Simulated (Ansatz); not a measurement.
# NbAs: the cost of one run

Method: DFT PBE, scalar-relativistic, plane waves, PAW, in Ansatz 0.2.0.

1 further run of the same task is left out (set aside as unsound or not needed).

## Step 1: Starting point

It takes space group P4/mmm (No. 123, tetragonal). The conventional cell has a = 3.612 Å, b = 3.612 Å, c = 23.800 Å, α = 90.00°, β = 90.00°, γ = 90.00°. Around Nb (site symmetry 4/mmm) lie 4 As at 2.55 Å. As (site symmetry 4/mmm) is surrounded by 4 Nb at 2.55 Å.

Structure file:

```cif
data_structure
_symmetry_space_group_name_H-M 'P 1'
_symmetry_Int_Tables_number 1
_cell_length_a 3.6117
_cell_length_b 3.6117
_cell_length_c 23.8000
_cell_angle_alpha 90.000
_cell_angle_beta 90.000
_cell_angle_gamma 90.000
_cell_volume 310.46
loop_
_atom_site_label
_atom_site_type_symbol
_atom_site_fract_x
_atom_site_fract_y
_atom_site_fract_z
_atom_site_occupancy
Nb1 Nb 0.00000 0.00000 0.29412 1
As1 As 0.50000 0.50000 0.29412 1
```

It is the end of an earlier relaxation with the same method, from a generated guess; it needn't be the stable form of this composition. At a tolerance of 0.05 Å it has layer group p4/mmm (No. 61); it has 6.52 Å²/atom, an uncorrected energy of +0.64 eV/atom over the elements.

Only a and b are periodic; c spans vacuum, so the box's volume, pressure and space group aren't properties of the sheet.

## Step 2: Static run: bands, density of states and charges

input.yaml reads:

```yaml
crystal:
  lattice:
    - [3.6116983019, 0.0, 0.0]
    - [0.0, 3.6116983019, 0.0]
    - [0.0, 0.0, 23.8]
  atoms:
    - { symbol: Nb, position: [0.0, 0.0, 0.2941176471], spin: 1.11 }
    - { symbol: As, position: [0.5, 0.5, 0.2941176471] }
  periodic: [true, true, false]
basis:
  ecutwfc: 420
kpoints:
  mp_grid: { grid: [16, 16, 1] }
  band_path:
    path: [[0.0, 0.0, 0.0], [0.0, 0.5, 0.0], [0.5, 0.5, 0.0], [0.0, 0.0, 0.0]]
    npoints: 14
hamiltonian:
  xc: pbe
scf:
  occupations: { method: gaussian, width: 0.1 }
  n_extra_bands: 6
output:
  forces: true
  stress: true
  eigenvalues: true
  populations: true
  dos: { projected: true, de: 0.02, nscf_kmesh: { grid: [20, 20, 1] } }
  bader: true
  write_density: true
  write_potential: true
  elf: true
  volumetric_format: npy
magnetization:
  spin_polarized: true
checkpoint:
  read: start.run
  write: ck
  compress: false
  write_wavefunctions: false
  write_every: 100000
```

Command:

```
$ ansatz run input.yaml --threads 1 --pin off --max-ram 2048MiB --backend cpu --events-out ev --progress --plain --runs-dir out
```

What time and memory should one allow on 1 thread of Arm Neoverse V2, shared host?

About 96 s, with a peak of 0.77 GiB.
